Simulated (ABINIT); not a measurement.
HPbNO4, 7 atoms in the cell. The typed cell holds 7 atoms: a = 4.204 Å, b = 4.339 Å, c = 6.729 Å, α = 71.95°, β = 72.29°, γ = 62.23°. The cell was built by a generator and needn't be a form met in nature.

```yaml
Program: ABINIT 10.8.3 (patched build)
Task: band structure
Functional: PBE
Potentials_or_basis: Ansatz PAW PBE generated set soft_1, frozen core
Cutoff: 490 eV
k_mesh: 5 × 5 × 4
Occupations: fermi-dirac, width 0.05 eV
Spin: no spin polarisation
Fine-grid_cutoff: 979.61 eV
```

Potentials or basis: Ansatz PAW PBE generated set soft_1, frozen core.

Launch:

```sh
$ mpirun --bind-to none -np 4 abinit run.abi > log 2>&1
```

Hardware: 4 MPI ranks on Arm Neoverse V1, with other jobs on the host.

Problem. How long does it take, and how much memory?

Solution. It took 100 s on 4 MPI ranks on Arm Neoverse V1, with other jobs on the host, peak memory 1 GiB a rank. Counts: scf iterations 17, mpi ranks 4, k points 51, bands 27, plane waves 2511.
